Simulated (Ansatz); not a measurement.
# CHCdN: the cost of one run

Computed with Ansatz 0.2.0 (the levels named in each step, unless a step's input says otherwise).

## Step 1: The starting structure

Bond lengths: N1–C2 1.148 Å, C2–Cd3 2.130 Å, Cd3–H4 1.645 Å. Angles: N1–C2–Cd3 180.0°, C2–Cd3–H4 180.0°.

Coordinates:

```xyz
4

N     0.0000    0.0000   -2.3375
C     0.0000    0.0000   -1.1894
Cd    0.0000    0.0000    0.9408
H     0.0000    0.0000    2.5862
```

## Step 2: A rough first relaxation, PBE-D4/def2-SVP

Contents of input.yaml:

```yaml
crystal:
  periodic: [false, false, false]
  atoms:
    - { symbol: "N", position_ang: [0.0, 0.0, -2.33751] }
    - { symbol: C, position_ang: [0.0, 0.0, -1.18945] }
    - { symbol: Cd, position_ang: [0.0, 0.0, 0.9408] }
    - { symbol: H, position_ang: [0.0, 0.0, 2.58616] }
basis:
  gaussian: { orbitals: def2-SVP }
hamiltonian:
  xc: pbe
  dispersion: d4
relax:
  f_tol: 0.03
  max_steps: 200
```

Launch:

```bash
> ansatz run input.yaml --threads 2 --pin off --max-ram 5120MiB --backend cpu --events-out ev --progress --plain --runs-dir out
```

What time and memory should one allow on 2 threads of Arm Neoverse V1, shared host?

About 3.2 s, with a peak of 0.13 GiB.
